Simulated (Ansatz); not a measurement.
The system is WS.

```xyz
2
Lattice="-2.1565 2.1565 2.4747 2.1565 -2.1565 2.4747 2.1565 2.1565 -2.4747" Properties=species:S:1:pos:R:3 pbc="T T T"
W     0.0000    0.0000    2.4747
S     0.0000    0.0000    0.0000
```

The cell was built by a generator and needn't be a form met in nature.

- Program: Ansatz 0.2.0
- Task: relaxation of cell and atoms
- Functional: HSE03
- Potentials or basis: Ansatz PAW
- Cutoff: 420 eV (not typed: the program's choice for these potentials)
- k mesh: 5 × 5 × 5
- Occupations: fermi-dirac, width 0.05 eV
- Spin: no spin polarisation

At the start: volume 23.02 Å³/atom.

Task: How do energy, volume and symmetry change on relaxing?

Result: It ends after 10 steps and the volume is 14.91 Å³/atom (-35.2 %); space group Fm-3m (No. 225, to 0.05 Å).

Step by step:
| step | energy change (eV) | largest force (eV/Å) | volume (Å³) |
| --- | --- | --- | --- |
| 1 | 0.0000 | 0.0000 | 46.03 |
| 2 | -0.8784 | 0.0000 | 39.65 |
| 3 | -1.3939 | 0.0000 | 35.13 |
| 4 | -1.8348 | 0.0000 | 31.73 |
| 5 | -2.0112 | 0.0000 | 28.74 |
| 6 | -2.0470 | 0.0000 | 29.93 |
| 7 | -2.0474 | 0.0000 | 29.82 |
| 8 | -2.0456 | 0.0000 | 29.82 |
| 9 | -2.0456 | 0.0000 | 29.82 |
| 10 | -2.0456 | 0.0000 | 29.82 |

Final structure:
```yaml
crystal:
  lattice:
    - [-1.74056, 1.74056, 2.46054]
    - [1.74056, -1.74056, 2.46054]
    - [1.74056, 1.74056, -2.46054]
  atoms:
    - { symbol: W, position: [0.50000, 0.50000, 0.00000] }
    - { symbol: S, position: [0.00000, 0.00000, 0.00000] }
```

Caveat: the k mesh is coarse (spacing up to 0.41 Å⁻¹), so the values aren't converged, least of all with exact exchange; the volume moved by over 15 % at a fixed basis, so the end points are rough; the plane-wave basis is chosen anew once the cell has moved, so the energies of steps on either side of that aren't comparable; the PAW data sets come from PBE, with cores solved anew for the run's functional, which leaves a small shift of forces and pressure.
